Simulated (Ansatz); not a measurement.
# C2H6BCl: the cost of one run

Program: Ansatz 0.2.0. Level of theory: RKS B3LYP/6-31G. These are calculated values, not measurements.

**1. The starting structure**

Bond lengths: B1–C2 1.600 Å, C2–H3 1.110 Å, C2–H4 1.110 Å, C2–H5 1.110 Å, B1–Cl6 1.860 Å, B1–C7 1.600 Å, C7–H8 1.110 Å, C7–H9 1.110 Å, C7–H10 1.110 Å. Angles (14 of 15 angles, heavy atoms first): C2–B1–Cl6 120.0°, C2–B1–C7 120.0°, Cl6–B1–C7 120.0°, B1–C2–H3 109.5°, B1–C2–H4 109.5°, B1–C2–H5 109.5°, B1–C7–H8 109.5°, B1–C7–H9 109.5°, B1–C7–H10 109.5°, H3–C2–H4 109.4°, H3–C2–H5 109.4°, H4–C2–H5 109.4°, H8–C7–H9 109.4°, H8–C7–H10 109.4°.

As a file:

```xyz
10

B     0.0000    0.0000    0.0000
C     0.0000    0.0000    1.6000
H    -0.9996   -0.3092    1.9705
H     0.7676   -0.7111    1.9705
H     0.2320    1.0203    1.9705
Cl    1.6108    0.0000   -0.9300
C    -1.3856    0.0000   -0.8000
H    -1.9458   -0.9305   -0.5708
H    -1.9898    0.8797   -0.4946
H    -1.1839    0.0508   -1.8903
```

**2. Relaxing the start**

Input file input.yaml:

```yaml
crystal:
  periodic: [false, false, false]
  atoms:
    - { symbol: B, position_ang: [0.0, 0.0, 0.0] }
    - { symbol: C, position_ang: [0.0, 0.0, 1.6] }
    - { symbol: H, position_ang: [-0.9996, -0.3092, 1.9705] }
    - { symbol: H, position_ang: [0.7676, -0.7111, 1.9705] }
    - { symbol: H, position_ang: [0.232, 1.0203, 1.9705] }
    - { symbol: Cl, position_ang: [1.6108, 0.0, -0.93] }
    - { symbol: C, position_ang: [-1.3856, 0.0, -0.8] }
    - { symbol: H, position_ang: [-1.9458, -0.9305, -0.5708] }
    - { symbol: H, position_ang: [-1.9898, 0.8797, -0.4946] }
    - { symbol: H, position_ang: [-1.1839, 0.0508, -1.8903] }
basis:
  gaussian: { orbitals: "6-31G" }
hamiltonian:
  xc: b3lyp
relax:
  f_tol: 0.02
  max_steps: 40
```

On the command line:

```bash
> ansatz run input.yaml --threads 1 --pin off --max-ram 2048MiB --backend cpu --events-out ev --progress --plain --runs-dir out
```

**Question.** How long does this run take on 1 thread of Arm Neoverse V1, shared host, and how much memory does it need?

About 31 s, with a peak of 0.13 GiB.
